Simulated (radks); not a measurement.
**Spin polarisation of the 2p shell in N**

Aim: the energy gained and the exchange splitting as electrons of the 2p shell of N are turned from spin down to spin up.

Method: non-relativistic Kohn-Sham, PBE, spin-polarised, spherical densities, point nucleus. Code: radks (a radial shooting solver on a logarithmic mesh, Libxc functionals) version 1.

## (1) Starting point

| Quantity | Value |
| --- | --- |
| element | nitrogen (Z = 7) |
| charge | 0 |
| electrons | 7 |
| configuration | [He] 2s2 2p(up 1.5, down 1.5) |

A shell typed twice in an input gives spin up, then spin down.

## (2) No moment

The run's settings:

```text
Z 7
configuration [He] 2s2 2p1.5 2p1.5
relativity non-relativistic
functional pbe,pbe
spin polarised
nucleus point
```

## (3) moment 0.75 in 2p

The run's settings:

```text
Z 7
configuration [He] 2s2 2p1.875 2p1.125
relativity non-relativistic
functional pbe,pbe
spin polarised
nucleus point
```

## (4) moment 1.5 in 2p

The run's settings:

```text
Z 7
configuration [He] 2s2 2p2.25 2p0.75
relativity non-relativistic
functional pbe,pbe
spin polarised
nucleus point
```

## (5) moment 2.25 in 2p

The run's settings:

```text
Z 7
configuration [He] 2s2 2p2.625 2p0.375
relativity non-relativistic
functional pbe,pbe
spin polarised
nucleus point
```

## (6) moment 3 in 2p

The run's settings:

```text
Z 7
configuration [He] 2s2 2p3 2p0
relativity non-relativistic
functional pbe,pbe
spin polarised
nucleus point
```

What does the calculation give? Wanted: for each run, moment; E − E(0); ε(2p up); ε(2p down); splitting.

The runs gave:

```
moment (μB)  E − E(0) (eV)  ε(2p up) (eV)  ε(2p down) (eV)  splitting (eV)
          0          0.000         -7.095           -7.095           0.000
       0.75         -0.195         -7.564           -6.525           1.040
        1.5         -0.780         -7.931           -5.849           2.082
       2.25         -1.756         -8.184           -5.060           3.124
          3         -3.123         -8.304           -4.135           4.170
```

**Reading.** At a moment of 3 μB the energy has fallen by 3.12 eV and the 2p levels split by 4.17 eV, 1.390 eV per μB. The Stoner form E = −I m²/4 would give I = 1.388 eV. The energy falls at every step.
